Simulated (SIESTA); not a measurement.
A run of SIESTA 5.4.2 is set up as follows.

Contents of Mo3Ru3C2.fdf:

```
SystemName                      Mo3Ru3C2
SystemLabel                     Mo3Ru3C2
NumberOfSpecies                 3
NumberOfAtoms                   8
%block ChemicalSpeciesLabel
  1  44 Ru
  2  42 Mo
  3   6 C
%endblock ChemicalSpeciesLabel

LatticeConstant                 1.0 Ang
%block LatticeVectors
     2.9092692288     0.0000000000     0.0000000000
    -1.4546346144     2.5195010586     0.0000000000
     0.0000000000     0.0000000000    13.8833190660
%endblock LatticeVectors
AtomicCoordinatesFormat         Fractional
%block AtomicCoordinatesAndAtomicSpecies
     0.3367340000     0.6653340000     0.3470950000  1  Ru
     0.0130000000     0.0135560000     0.4974470000  1  Ru
     0.6623300000     0.3340550000     0.6525930000  1  Ru
     0.3486030000     0.6738410000     0.8109700000  2  Mo
    -0.0084180000     0.0017220000     0.0020080000  2  Mo
     0.6494780000     0.3334580000     0.1887390000  2  Mo
     0.6557880000     0.3109170000     0.9017530000  3  C
     0.3449970000     0.6552340000     0.0999500000  3  C
%endblock AtomicCoordinatesAndAtomicSpecies

%block kgrid.MonkhorstPack
   10   0   0  0.0
    0  10   0  0.0
    0   0   2  0.0
%endblock kgrid.MonkhorstPack
XC.Functional                   GGA
XC.Authors                      PBEsol
PAO.BasisSize                   DZP
PAO.EnergyShift                 0.003 Ry
Mesh.Cutoff                     800 Ry
OccupationFunction              FD
ElectronicTemperature           0.05 eV
MaxSCFIterations                120
SCF.MustConverge                false
SCF.Mixer.Method                Pulay
SCF.Mixer.Weight                0.25
SCF.Mixer.History               8
SCF.DM.Tolerance                5.0e-05
SCF.H.Tolerance                 1.0e-03 eV
WriteForces                     true
Charge.Mulliken                 end
%block PAO.Basis
  Ru 5
  n=4 0 2
    3.003 0.000
  n=5 0 2
    8.548 0.000
  n=4 1 2
    3.442 0.000
  n=5 1 1
    8.548
  n=4 2 2
    5.925 0.000
  Mo 5
  n=4 0 2
    3.234 0.000
  n=5 0 2
    8.897 0.000
  n=4 1 2
    3.729 0.000
  n=5 1 1
    8.897
  n=4 2 2
    6.735 0.000
%endblock PAO.Basis
```

Potentials or basis: PseudoDojo 0.4 standard (PBEsol files), DZP (energy shift 0.003 Ry; two zetas on semicore shells).

The run is started by

```console
$ siesta Mo3Ru3C2.fdf > Mo3Ru3C2.out 2>&1
```

Question: What does it give for the pressure?

Answer: -7.0 GPa.

Question: Estimate the largest force.

Answer: 1.317 eV/Å.

Question: Predict the band gap on the k mesh.

Answer: None (metal or under the smearing width).

Forces in eV/Å, atoms in the order of the input:
```
Ru  -0.062  0.026 -0.216
Ru  -0.064 -0.081  0.429
Ru   0.064  0.028  0.022
Mo  -0.192 -0.559 -0.037
Mo   0.393 -0.325 -0.508
Mo   0.937 -0.280  0.345
C    0.183  0.816  0.048
C   -1.261  0.373 -0.084
```

Caveat: the basis of atomic orbitals isn't converged, which shifts pressures, moduli and gaps.
